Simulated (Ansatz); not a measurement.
**wB97X/def2-SVP run of C2H5BClF (SMILES BC(F)CCl)**

What is the energy change on altering one bond length of C2H5BClF at wB97X/def2-SVP? 

The results are computed with Ansatz 0.2.0.

123 further runs of the same task are left out: 123 set aside as unsound or not needed.

### Step 1. The molecule

The species is C2H5BClF (10 atoms), meant as a singlet with charge 0. As SMILES, `BC(F)CCl`. The coordinates come from a PBE0-D4/def2-TZVP relaxation. This is one conformer, not always the lowest.

Bond lengths: B1–C2 1.558 Å, C2–F3 1.386 Å, C2–C4 1.509 Å, C4–Cl5 1.782 Å, B1–H6 1.192 Å, B1–H7 1.195 Å, C2–H8 1.109 Å, C4–H9 1.090 Å, C4–H10 1.089 Å. Some angles: B1–C2–F3 113.9°, B1–C2–C4 115.3°, F3–C2–C4 109.7°, C2–C4–Cl5 112.6°, B1–C2–H8 102.6°, F3–C2–H8 107.0°, C4–C2–H8 107.5°, C2–B1–H6 120.8°, C2–B1–H7 118.2°, C2–C4–H9 110.7°.

### Step 2. A single-point energy at wB97X/def2-SVP

Input file job.yaml:

```yaml
crystal:
  periodic: [false, false, false]
  atoms:
    - symbol: B
      position_ang: [-1.309200, -0.711700, -0.281200]
    - symbol: C
      position_ang: [0.178900, -0.496800, 0.126500]
    - symbol: F
      position_ang: [0.520300, -1.080300, 1.336000]
    - symbol: C
      position_ang: [0.655300, 0.934900, 0.100000]
    - symbol: Cl
      position_ang: [2.428700, 1.067800, 0.206300]
    - symbol: H
      position_ang: [-2.010300, -1.450800, 0.336900]
    - symbol: H
      position_ang: [-1.707400, -0.172300, -1.270600]
    - symbol: H
      position_ang: [0.728500, -1.046200, -0.665100]
    - symbol: H
      position_ang: [0.248500, 1.491800, 0.943700]
    - symbol: H
      position_ang: [0.349800, 1.412800, -0.829700]
basis:
  gaussian: {orbitals: def2-SVP}
hamiltonian: {xc: {name: wB97X}}
accuracy: high
output: {orbitals: {seedname: orbitals}}
```

Run with:

```console
ansatz run job.yaml --threads 1 --pin off --max-ram 3480MiB --events-out events.jsonl --progress --plain --runs-dir runs
```

What it wrote:

```text
Warning: RAYON_NUM_THREADS=1 ignored (pool sized by the plan → 1); use --threads N
Functional definition: wB97X
  name "wB97X"
  parameter omega = 0.3/bohr
  parameter cx = 0.157706
  parameter cx1 = 0.726479
  parameter cx2 = 1.04760
  parameter cx3 = -5.70635
  parameter cx4 = 13.2794
  parameter css1 = -4.33879
  parameter css2 = 18.2308
  parameter css3 = -31.7430
  parameter css4 = 17.2901
  parameter cos1 = 2.37031
  parameter cos2 = -11.3995
  parameter cos3 = 6.58405
  parameter cos4 = -3.78132
  exchange = spin_sum(e_x_unif_sr(omega)*poly(b97_u_x, 1 - cx, cx1, cx2, cx3, cx4)) + cx*exact_x_sr(omega)
      + exact_x_lr(omega)
  correlation = spin_sum(e_c_pw_same_spin*poly(b97_u_same, 1, css1, css2, css3, css4))
      + integral(e_c_pw_opposite_spin*poly(b97_u_opposite, 1, cos1, cos2, cos3, cos4))
2335 factors; integrals over basis functions are off by at most 4.1e-9 eV
385 factors; integrals over basis functions are off by at most 2.0e-9 eV
mean field evaluation 1: about -18059.6275 eV, gradient 2.3e1 eV
mean field evaluation 2: about -18060.3531 eV, gradient 1.8e1 eV
mean field evaluation 4: about -18060.8020 eV, gradient 9.4e-1 eV
mean field evaluation 8: about -18060.9558 eV, gradient 6.5e-2 eV
mean field evaluation 16: about -18060.9558 eV, gradient 6.3e-5 eV
mean field -18060.95581346 eV, -663.7278839891 hartree, gradient 6.3e-8 eV, S^2 0.000000; 0 other end points of the search recorded, 0 dependent functions left out
reference -18060.95581071 eV, -663.7278838881 hartree; 24, 24 occupied and 75, 75 virtual orbitals, 2335 factors
Total energy: -18060.95581071 eV, -663.7278838881 hartree
```

Run time: 29 s. Hardware: 1 thread of Arm Neoverse V2, shared host; peak memory 0.59 GiB.

### Step 3. The distorted shape

Input file run.yaml:

```yaml
crystal:
  periodic: [false, false, false]
  atoms:
    - {symbol: B, position_ang: [-1.391646, -0.629284, -0.162451]}
    - {symbol: C, position_ang: [0.096454, -0.414384, 0.245249]}
    - {symbol: F, position_ang: [0.437854, -0.997884, 1.454749]}
    - {symbol: C, position_ang: [0.572854, 1.017316, 0.218749]}
    - {symbol: Cl, position_ang: [2.346254, 1.150216, 0.325049]}
    - {symbol: H, position_ang: [-2.092746, -1.368384, 0.455649]}
    - {symbol: H, position_ang: [-1.789846, -0.089884, -1.151851]}
    - {symbol: H, position_ang: [0.728500, -1.046200, -0.665100]}
    - {symbol: H, position_ang: [0.166054, 1.574216, 1.062449]}
    - {symbol: H, position_ang: [0.267354, 1.495216, -0.710951]}
basis:
  gaussian:
    orbitals: def2-SVP
hamiltonian:
  xc: {name: wB97X}
accuracy: high
output:
  orbitals: {seedname: orbitals}
```

Run with:

```console
ansatz run run.yaml --threads 1 --pin off --max-ram 3480MiB --events-out events.jsonl --progress --plain --runs-dir runs
```

What it wrote, cut to the lines that bear on the results:

```text
Warning: RAYON_NUM_THREADS=1 ignored (pool sized by the plan → 1); use --threads N
[... 2 set-up lines as earlier in the session ...]
[...]
      + exact_x_lr(omega)
[...]
      + integral(e_c_pw_opposite_spin*poly(b97_u_opposite, 1, cos1, cos2, cos3, cos4))
2340 factors; integrals over basis functions are off by at most 3.5e-9 eV
388 factors; integrals over basis functions are off by at most 1.7e-9 eV
[...]
mean field -18060.66357462 eV, -663.7171444099 hartree, gradient 3.6e-8 eV, S^2 0.000000; 0 other end points of the search recorded, 0 dependent functions left out
reference -18060.66357186 eV, -663.7171443084 hartree; 24, 24 occupied and 75, 75 virtual orbitals, 2340 factors
Total energy: -18060.66357186 eV, -663.7171443084 hartree
```

Run time: 29 s. Hardware: 1 thread of Arm Neoverse V2, shared host; peak memory 0.6 GiB.

### Step 4. Results

Level: wB97X/def2-SVP.

| quantity | value |
| --- | --- |
| first shape: total energy | -663.72788 Eh |
| first shape: HOMO energy | -10.80 eV |
| first shape: LUMO energy | 0.34 eV |
| first shape: HOMO–LUMO gap | 11.14 eV |
| distorted shape: total energy | -663.71714 Eh |
| distorted shape: HOMO energy | -10.81 eV |
| distorted shape: LUMO energy | 0.31 eV |
| distorted shape: HOMO–LUMO gap | 11.11 eV |
| energy change with the C2–H8 bond stretched from 1.109 to 1.276 Å | 0.292 eV |

In words: With the C2–H8 bond stretched from 1.109 to 1.276 Å the energy rises by 0.29 eV (28.2 kJ/mol). The first shape isn't relaxed at this level, so the change isn't measured from a minimum.
